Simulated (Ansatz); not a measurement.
**CH₄Ge (triplet): the correlation ladder at a displaced geometry (v2), cc-pVDZ**

One table from this session's results is given with a row withheld; the runs are named, their logs left out.

Program: Ansatz 0.2.0, Gaussian basis. Level of theory: cc-pVDZ, core rule «outside noble gas», up to 15 orbitals frozen. These are calculated values, not measurements.

Plan: UHF; CCSD(T) on ROHF; CCSD(T) on UHF; BCCD(T) on ROHF; CISD; CCSDT(Q) on ROHF; CCSDT(Q) on UHF.

16 further runs of the same task are left out: 5 that didn't finish, 11 set aside as unsound or not needed.

## The geometry

The geometry is a PBE0/def2-TZVP stationary point (not a proven minimum) with its atoms shifted at random (size 0.100 Å). No spin-orbit coupling is included. The filled d shell of Ge may be among the frozen orbitals whatever the setting's name suggests; the logs give the count.

6 atoms, charge 0, spin multiplicity 3.

Atoms are counted from 1 here; the program's logs count them from 0.

Bond lengths: Ge1–C2 1.895 Å, Ge1–H3 1.521 Å, Ge1–H4 1.579 Å, Ge1–H5 1.646 Å, C2–H6 1.126 Å. Angles: C2–Ge1–H3 109.6°, C2–Ge1–H4 114.0°, C2–Ge1–H5 100.9°, H3–Ge1–H4 114.2°, H3–Ge1–H5 109.3°, H4–Ge1–H5 107.9°, Ge1–C2–H6 149.4°.

The first run:

in.yaml reads:

```yaml
crystal:
  periodic: [false, false, false]
  atoms:
    - {symbol: Ge, position_ang: [0.024333, 0.012740, 0.271172]}
    - {symbol: C, position_ang: [-0.140541, -0.099662, -1.613053]}
    - {symbol: H, position_ang: [-0.063920, 1.468407, 0.704176]}
    - {symbol: H, position_ang: [1.270746, -0.761741, 0.853752]}
    - {symbol: H, position_ang: [-1.335429, -0.780873, 0.750869]}
    - {symbol: H, position_ang: [0.049659, 0.343608, -2.630301]}
basis:
  gaussian: {orbitals: cc-pVDZ}
magnetization: {spin_polarized: true, initial_magnetization: 2}
hamiltonian: {xc: hf}
output: {orbitals: {seedname: orbitals}}
```

On the command line:

```sh
$ ansatz run in.yaml --threads 1 --pin off --events-out ev --progress --plain --max-ram 2393MiB
```

Steps of the session up to this table: UHF; CCSD(T) on ROHF; CCSD(T) on UHF; BCCD(T) on ROHF; CISD; CCSDT(Q) on ROHF; CCSDT(Q) on UHF.

One of the session's tables, all rows but one given; the rest of the session is left out.

It belongs to the step «Misses and costs». 

```
   method  from UCCSDT(Q) (kJ/mol)
     ROHF                   +636.8
      UHF                   +617.1
     RMP2                        ?
     UMP2                   +127.2
    RCCSD                    +17.1
    UCCSD                    +16.7
 RCCSD(T)                     +3.5
 UCCSD(T)                     +3.4
  BCCD(T)                     +3.4
   RCCSDT                     +0.7
   UCCSDT                     +0.6
RCCSDT(Q)                     +0.1
UCCSDT(Q)                        0
```

**Question.** Estimate the row for RMP2.

As computed: from UCCSDT(Q) (kJ/mol): +128.5. In the column «from UCCSDT(Q) (kJ/mol)» it lies between UMP2 (+127.2) and UHF (+617.1).

Not comparable, so not listed: CISD (they don't share determinant, frozen orbitals or solution with the rows shown, or repeat one).

Caveats from the session: Restricted and unrestricted rows rest on different reference determinants; where their highest levels disagree by more than a few hundredths of an eV, they describe different states and don't form one ladder.
